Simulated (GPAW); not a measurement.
# GaSb3 (Fm-3m) in GPAW: reference runs, part 2 of 2

GPAW 26.7.0.

## Step 3: Single point, PBEsol (atoms moved at random, drawn with an rms of 0.05 Å)

run.py reads:

```python
from ase import Atoms
from ase.dft.bandgap import bandgap
from ase.io import write
from ase.units import GPa
from gpaw import GPAW, PW, setup_paths

setup_paths.insert(0, '.')

atoms = Atoms(['Sb', 'Sb', 'Sb', 'Ga'],
              cell=[[0.0, 3.730595, 3.730595],
                    [3.730595, 0.0, 3.730595],
                    [3.730595, 3.730595, 0.0]],
              scaled_positions=[[0.500308, 0.503498, 0.49744],
                                [0.754194, 0.753279, 0.750129],
                                [0.241854, 0.264921, 0.252363],
                                [0.006851, 0.004168, -0.005593]],
              pbc=True)

calc = GPAW(mode=PW(600),
            xc='PBEsol',
            kpts={'size': (6, 6, 6), 'gamma': True},
            occupations={'name': 'fermi-dirac', 'width': 0.05},
            nbands=38,
            convergence={'density': 1e-05, 'energy': 1e-05},
            maxiter=150,
            txt='gpaw.txt')
atoms.calc = calc
energy = atoms.get_potential_energy()
forces = atoms.get_forces()
stress = atoms.get_stress()
calc.write('gs.gpw')
write('result.traj', atoms)
print(f'Energy: {energy:.6f} eV')
print('Forces (eV/A):')
print(forces.round(4))
print('Stress (GPa):', (stress / GPa).round(3))
print('Fermi level:', round(calc.get_fermi_level(), 4), 'eV')
print(f'Gap: {bandgap(calc)[0]:.4f} eV, direct: {bandgap(calc, direct=True)[0]:.4f} eV')
```

Potentials or basis: PAW data sets generated in the run's folder for this functional, pw.

Launch:

```sh
$ gpaw-setup -f PBEsol Ga Sb
$ OMP_NUM_THREADS=1 python run.py
```

gpaw.txt:

```text
__  _  _
 | _ |_)|_||  |
 |__||  | ||/\| - 26.7.0

Input parameters:
  mode=PW(ecut=600.0),
  convergence={'density': 1e-05, 'energy': 1e-05},
  kpts=MonkhorstPack(size=(6, 6, 6), gamma=True),
  maxiter=150,
  nbands=38,
  occupations=Occupations(name='fermi-dirac', width=0.05),
  xc=XC(name='PBEsol')

Diagonalizing LCAO Hamiltonian
Converting LCAO to pw mode

                         Sb

                   Sb

             Sb

       Ga

Atoms  # Å, Bohr magnetons
|   | symbol |         x |        y |        z |    initial magnetic moments |
|---|--------|-----------|----------|----------|-----------------------------|
| 0 |     Sb |  3.734094 | 3.722194 | 3.744794 | ( 0.0000,  0.0000,  0.0000) |
| 1 |     Sb |  5.608606 | 5.612020 | 5.623771 | ( 0.0000,  0.0000,  0.0000) |
| 2 |     Sb |  1.929777 | 1.843723 | 1.890572 | ( 0.0000,  0.0000,  0.0000) |
| 3 |     Ga | -0.005316 | 0.004693 | 0.041107 | ( 0.0000,  0.0000,  0.0000) |

Unit cell  # Å
| periodic |        x |        y |        z |  lengths |    angles |
|----------|----------|----------|----------|----------|-----------|
|      yes | 0.000000 | 3.730595 | 3.730595 | 5.275858 | 60.000000 |
|      yes | 3.730595 | 0.000000 | 3.730595 | 5.275858 | 60.000000 |
|      yes | 3.730595 | 3.730595 | 0.000000 | 5.275858 | 60.000000 |

Number of symmetries: 1
Symmetry operations  # r_c * U_cc + t_c -> r_c
|   | kind |            matrix            |
|---|------|------------------------------|
| 0 |  E   |  1, 0, 0,  0, 1, 0,  0, 0, 1 |

BZ-sampling:
  Number of BZ points: 216
  Number of IBZ points: 112

  Monkhorst-Pack size: [6, 6, 6]
  Monkhorst-Pack shift: [0.08333333333333333, 0.08333333333333333, 0.08333333333333333]

K-points  # in reciprocal-cell coordinates
|     |                                coordinates |     weight |
|-----|--------------------------------------------|------------|
|   0 | (  0.00000000,   0.00000000,   0.00000000) | 0.00462963 |
|   1 | (  0.00000000,   0.00000000,   0.16666667) | 0.00925926 |
|   2 | (  0.00000000,   0.00000000,   0.33333333) | 0.00925926 |
|   3 | (  0.00000000,   0.00000000,   0.50000000) | 0.00462963 |
|   4 | (  0.00000000,   0.16666667,  -0.33333333) | 0.00925926 |
|   5 | (  0.00000000,   0.16666667,  -0.16666667) | 0.00925926 |
|   6 | (  0.00000000,   0.16666667,   0.00000000) | 0.00925926 |
|   7 | (  0.00000000,   0.16666667,   0.16666667) | 0.00925926 |
|   8 | (  0.00000000,   0.16666667,   0.33333333) | 0.00925926 |
|   9 | (  0.00000000,   0.16666667,   0.50000000) | 0.00925926 |
| ... |                                            |            |
| 111 | (  0.50000000,   0.50000000,   0.50000000) | 0.00462963 |

Plane wave coefficients: 3490
Cutoff: 600.0 eV

Spin-components: 1 (collinear spins)
Bands:           38
Projectors:      23
Spin-degeneracy: 2
Datatype:        complex128

Parallelization:
  kpt:    1
  domain: 1
  band:   1

Density:
  Valence electrons: 48.0
  Components: 1
  Grid points: [30 30 30]
  Charge: 0.0  # |e|

Potential:
  Grid points: [30 30 30]

species:
  Sb:
    name:    Antimony
    Z:       51.0
    valence: 15
    core:    36
    charge:  0.0  # [|e|]
    compensation charges:
      type: gauss
      rc: 0.36  # [Å]
      lmax: 2
    cutoffs:
      filter: 2.23  # [Å]
      core: 2.23  # [Å]
    projectors
    | kind |    occ | energy [eV] | rcut [Å] |
    |------|--------|-------------|----------|
    |   5s |  2.000 |     -12.861 |    1.154 |
    |   5p |  3.000 |      -4.846 |    1.233 |
    |   4d | 10.000 |     -33.456 |    1.196 |
    |    s |        |      14.351 |    1.154 |
    |    p |        |      22.365 |    1.233 |
    |    d |        |      -6.245 |    1.196 |

    Using partial waves for Sb as LCAO basis

  Ga:
    name:    Gallium
    Z:       31.0
    valence: 3
    core:    28
    charge:  0.0  # [|e|]
    compensation charges:
      type: gauss
      rc: 0.37  # [Å]
      lmax: 2
    cutoffs:
      filter: 2.06  # [Å]
      core: 4.17  # [Å]
    projectors
    | kind |    occ | energy [eV] | rcut [Å] |
    |------|--------|-------------|----------|
    |   4s |  2.000 |      -8.959 |    1.164 |
    |   4p |  1.000 |      -2.572 |    1.164 |
    |    s |        |      18.252 |    1.164 |
    |    p |        |      24.640 |    1.164 |
    |    d |        |       0.000 |    1.164 |

    Using partial waves for Ga as LCAO basis

Reference energy: -581458.785779  # eV

eigensolver:
  PPCG
  Converge bands: occupied
  niter=2

density mixing:
  MSR1-Mixer
  Pratt-step length: 0.05
  Maximum mixing coefficient: 0.75
  Old densities: 10
  SVD Regularization: 0.005
  Good broyden scale: 1.0
  Trust region scale: 1.0
  Backstep threshold: 4.0
  History deletion threshold: 6.0
  Fourier metric: weight=20.0, sigma=0.015

occupation numbers:
  Fermi-Dirac:
    width: 0.0500  # eV

poisson solver:
  ecut: 4800.0  # eV

xc functional:
  name: PBEsol with 2 nearest neighbor stencil

convergence criteria:
- Maximum integral of absolute [dens]ity change: 1e-05 electrons / valence electron
- Maximum [total energy] change in last 3 cyles: 1e-05 eV / valence electron
- Maximum integral of absolute [eigenst]ate change: 4e-08 eV^2 / valence electron
maximum number of iterations: 150

SCF iterations
|iter     | |      energy | eigst |  dens |
|---------|-|-------------|-------|-------|
|iter:   1| |  -16.958809 | +0.65 |       |
|iter:   2| |  -17.067926 | -1.32 | -1.71 |
|iter:   3| |  -17.053124 | -2.28 | -1.72 |
|iter:   4| |  -17.034020 | -3.21 | -2.13 |
|iter:   5| |  -17.031192 | -4.38 | -2.32 |
|iter:   6| |  -17.030893 | -4.82 | -2.76 |
|iter:   7| |  -17.030920c| -5.82 | -3.40 |
|iter:   8| |  -17.030919c| -6.49 | -3.77 |
|iter:   9| |  -17.030919c| -7.76c| -4.64 |
|iter:  10| |  -17.030919c| -7.85c| -5.02c|

Converged in 10 steps
Energy contributions relative to reference atoms: (reference = -581458.785779)

Energy contributions:
  Kinetic:          -4.871376
  Coulomb:           3.189985
  Zero:              0.497926
  External:          0.000000
  Xc:              -15.829921
  Entropy:          -0.035067
  Spinorbit:         0.000000
  ----------------------------
  Free energy:     -17.048453
  Extrapolated:    -17.030919

dipole moment: (0.340277, 0.025185, -18.455559)  # |e|*Ang

Fermi level: 7.251
Eigenvalues  # (at kpt = [0.000, 0.000, 0.000])
| band index |      eig [eV] | occ [0-2] |
|------------|---------------|-----------|
|          0 |       -22.143 |     2.000 |
|        ... |               |           |
|         20 |         4.542 |     2.000 |
|         21 |         4.568 |     2.000 |
|         22 |         4.679 |     2.000 |
|         23 |         4.777 |     2.000 |
|         24 |         4.867 |     2.000 |
|         25 |         6.329 |     2.000 |
[... 8 lines left out ...]
|         34 |        19.125 |     0.000 |
|         35 |        19.131 |     0.000 |
|        ... |               |           |
|         37 |        20.690 |     0.000 |

No gap
No difference between direct/indirect transitions

Forces  # eV/Ang
|        x |        y |        z |
|----------|----------|----------|
| -0.00804 |  0.01105 |  0.01761 |  # Sb   0
|  0.03694 | -0.02118 | -0.00736 |  # Sb   1
| -0.02067 |  0.01707 |  0.00211 |  # Sb   2
| -0.00814 | -0.00685 | -0.01249 |  # Ga   3

Stress tensor  # eV/Ang^3
|        x |         y |         z |
|----------|-----------|-----------|
| 0.023301 |  0.000072 |  0.001714 |
| 0.000072 |  0.023233 | -0.002393 |
| 0.001714 | -0.002393 |  0.023367 |

# Writing to gs.gpw (mode='')
```

Run time: 4.4 min. Hardware: 1 thread of Arm Neoverse V2, shared host; peak memory 0.49 GiB.

Results:

* Free energy: -17.0485 eV
* Pressure: -3.7 GPa
* Largest force: 0.043 eV/Å
* Band gap on the k mesh: none (metal or under the smearing width)

Forces in eV/Å, atoms in the order of the input:
```
Sb  -0.008  0.011  0.018
Sb   0.037 -0.021 -0.007
Sb  -0.021  0.017  0.002
Ga  -0.008 -0.007 -0.012
```

Stress tensor (GPa, compression positive):
```
-3.73 -0.01 -0.27
-0.01 -3.72  0.38
-0.27  0.38 -3.74
```

Levels at points of the mesh, in eV from the Fermi level:
```
           k point  band 21  band 22  band 23  band 24  band 25  band 26  band 27  band 28
(0.00, 0.00, 0.00)    -2.71    -2.68    -2.57    -2.47    -2.38    -0.92    -0.81    -0.69
(0.00, 0.00, 0.50)    -3.57    -2.81    -2.63    -0.50    -0.17     1.91     1.99     2.80
(0.00, 0.50, 0.00)    -3.60    -2.80    -2.69    -0.46    -0.19     1.97     2.02     2.80
(0.00, 0.50, 0.50)    -5.26     0.47     0.81     0.91     0.94     1.74     1.79     1.95
(0.50, 0.00, 0.00)    -3.62    -2.74    -2.63    -0.56    -0.13     1.86     1.90     2.85
(0.50, 0.00, 0.50)    -5.26     0.47     0.81     0.93     0.96     1.73     1.77     1.96
(0.50, 0.50, 0.00)    -5.27     0.47     0.81     0.94     0.95     1.72     1.77     1.97
(0.50, 0.50, 0.50)    -3.57    -2.80    -2.62    -0.51    -0.16     1.89     1.96     2.81
```

## Step 4: Equation of state, PBEsol

run.py reads:

```python
from ase import Atoms
from ase.eos import EquationOfState
from ase.io import Trajectory
from ase.units import GPa
from gpaw import GPAW, PW, setup_paths

setup_paths.insert(0, '.')

atoms = Atoms(['Sb', 'Sb', 'Sb', 'Ga'],
              cell=[[0.0, 3.730595, 3.730595],
                    [3.730595, 0.0, 3.730595],
                    [3.730595, 3.730595, 0.0]],
              scaled_positions=[[0.5, 0.5, 0.5],
                                [0.75, 0.75, 0.75],
                                [0.25, 0.25, 0.25],
                                [0.0, 0.0, 0.0]],
              pbc=True)

traj = Trajectory('eos.traj', 'w')
volumes, energies = [], []
for x in [0.94, 0.96, 0.98, 1.0, 1.02, 1.04, 1.06]:
    a = atoms.copy()
    a.set_cell(atoms.cell * x**(1 / 3), scale_atoms=True)
    calc = GPAW(mode=PW(600),
                xc='PBEsol',
                kpts={'size': (6, 6, 6), 'gamma': True},
                occupations={'name': 'fermi-dirac', 'width': 0.05},
                nbands=38,
                convergence={'density': 1e-05, 'energy': 1e-05},
                maxiter=150,
                txt=f'eos-{x:.2f}.txt')
    a.calc = calc
    energies.append(a.get_potential_energy(force_consistent=True))
    volumes.append(a.get_volume())
    p = -a.get_stress()[:3].mean() / GPa
    calc.write(f'eos-{x:.2f}.gpw')
    traj.write(a)
    print(f'{x:.2f} {volumes[-1]:10.4f} A^3 {energies[-1]:14.6f} eV {p:9.3f} GPa', flush=True)

v0, e0, B = EquationOfState(volumes, energies, eos='birchmurnaghan').fit()
print(f'V0 = {v0:.4f} A^3, E0 = {e0:.6f} eV, B0 = {B / GPa:.2f} GPa')
```

Potentials or basis: PAW data sets generated in the run's folder for this functional, pw.

Launch:

```sh
$ gpaw-setup -f PBEsol Ga Sb
$ OMP_NUM_THREADS=1 python run.py
```

Output:

```text
__  _  _
 | _ |_)|_||  |
 |__||  | ||/\| - 26.7.0

Input parameters:
  mode=PW(ecut=600.0),
  convergence={'density': 1e-05, 'energy': 1e-05},
  kpts=MonkhorstPack(size=(6, 6, 6), gamma=True),
  maxiter=150,
  nbands=38,
  occupations=Occupations(name='fermi-dirac', width=0.05),
  xc=XC(name='PBEsol')

Diagonalizing LCAO Hamiltonian
Converting LCAO to pw mode

                        Sb

                  Sb

             Sb

       Ga

Atoms  # Å, Bohr magnetons
|   | symbol |        x |        y |        z |    initial magnetic moments |
|---|--------|----------|----------|----------|-----------------------------|
| 0 |     Sb | 3.680175 | 3.680175 | 3.680175 | ( 0.0000,  0.0000,  0.0000) |
| 1 |     Sb | 5.520263 | 5.520263 | 5.520263 | ( 0.0000,  0.0000,  0.0000) |
| 2 |     Sb | 1.840088 | 1.840088 | 1.840088 | ( 0.0000,  0.0000,  0.0000) |
| 3 |     Ga | 0.000000 | 0.000000 | 0.000000 | ( 0.0000,  0.0000,  0.0000) |

Unit cell  # Å
| periodic |        x |        y |        z |  lengths |    angles |
[... 197 lines left out ...]
|iter:   6| |  -17.105514 | -4.85 | -2.73 |
|iter:   7| |  -17.105554c| -5.79 | -3.45 |
|iter:   8| |  -17.105552c| -6.67 | -3.89 |
|iter:   9| |  -17.105552c| -7.49c| -4.78 |
|iter:  10| |  -17.105552c| -7.76c| -5.28c|

Converged in 10 steps
Energy contributions relative to reference atoms: (reference = -581458.785779)

Energy contributions:
  Kinetic:           0.417337
  Coulomb:          -0.718317
  Zero:              0.486123
  External:          0.000000
  Xc:              -17.272889
  Entropy:          -0.035609
  Spinorbit:         0.000000
  ----------------------------
  Free energy:     -17.123356
  Extrapolated:    -17.105552

dipole moment: (-19.032030, -19.032030, -19.032030)  # |e|*Ang

Fermi level: 7.743
Eigenvalues  # (at kpt = [0.000, 0.000, 0.000])
| band index |      eig [eV] | occ [0-2] |
|------------|---------------|-----------|
|          0 |       -21.682 |     2.000 |
|        ... |               |           |
|         20 |         4.921 |     2.000 |
|         21 |         4.921 |     2.000 |
|         22 |         5.108 |     2.000 |
|         23 |         5.108 |     2.000 |
|         24 |         5.108 |     2.000 |
|         25 |         6.842 |     2.000 |
[... 8 lines left out ...]
|         34 |        19.845 |     0.000 |
|         35 |        19.854 |     0.000 |
|        ... |               |           |
|         37 |        21.325 |     0.000 |

No gap
No difference between direct/indirect transitions

Stress tensor  # eV/Ang^3
|         x |         y |         z |
|-----------|-----------|-----------|
|  0.011989 | -0.000000 |  0.000000 |
| -0.000000 |  0.011989 | -0.000000 |
|  0.000000 | -0.000000 |  0.011989 |

# Writing to eos-0.96.gpw (mode='')
```

stdout:

```text
0.94    97.6095 A^3     -17.140748 eV    -0.785 GPa
0.96    99.6863 A^3     -17.123356 eV    -1.921 GPa
0.98   101.7631 A^3     -17.092333 eV    -2.897 GPa
1.00   103.8399 A^3     -17.049416 eV    -3.760 GPa
1.02   105.9167 A^3     -16.995756 eV    -4.544 GPa
1.04   107.9935 A^3     -16.932415 eV    -5.263 GPa
1.06   110.0703 A^3     -16.860186 eV    -5.919 GPa
<dir> UserWarning: The minimum volume of your fit is not in your volumes.  You may not have a minimum in your dataset!
  warnings.warn(
V0 = 96.2189 A^3, E0 = -17.144282 eV, B0 = 57.17 GPa
```

Wall time 4.3 min (1 thread of Arm Neoverse V2, shared host); peak memory 0.33 GiB.

Results:

| Property | Result |
| --- | --- |
| Equilibrium volume | 24.05 Å³/atom (rough: see the caveat) |
| Bulk modulus | 57 GPa (rough) |

Energy against volume, from the lowest point:
```
volume (Å³/atom)  energy (meV/atom)
          24.402               0.00
          24.922               4.35
          25.441              12.10
          25.960              22.83
          26.479              36.25
          26.998              52.08
          27.518              70.14
```

Caveat: the minimum lies outside the volumes run.

## Step 5: Overview

```tsv
task	cell	gap on the mesh (eV)	pressure (GPa)
single point	as given	none	-3.8
single point	atoms moved at random, drawn with an rms of 0.05 Å	none	-3.7
equation of state	as given	-	-
```

Alike in all rows: level PBEsol; potentials or basis PAW data sets generated in the run's folder for this functional, pw; no spin polarisation; k mesh 6 × 6 × 6; cutoff (eV) 600; smearing fermi-dirac 0.05 eV.

Caveats: the minimum lies outside the volumes run (some runs).

Absolute energies hang on the potentials; compare differences alone.
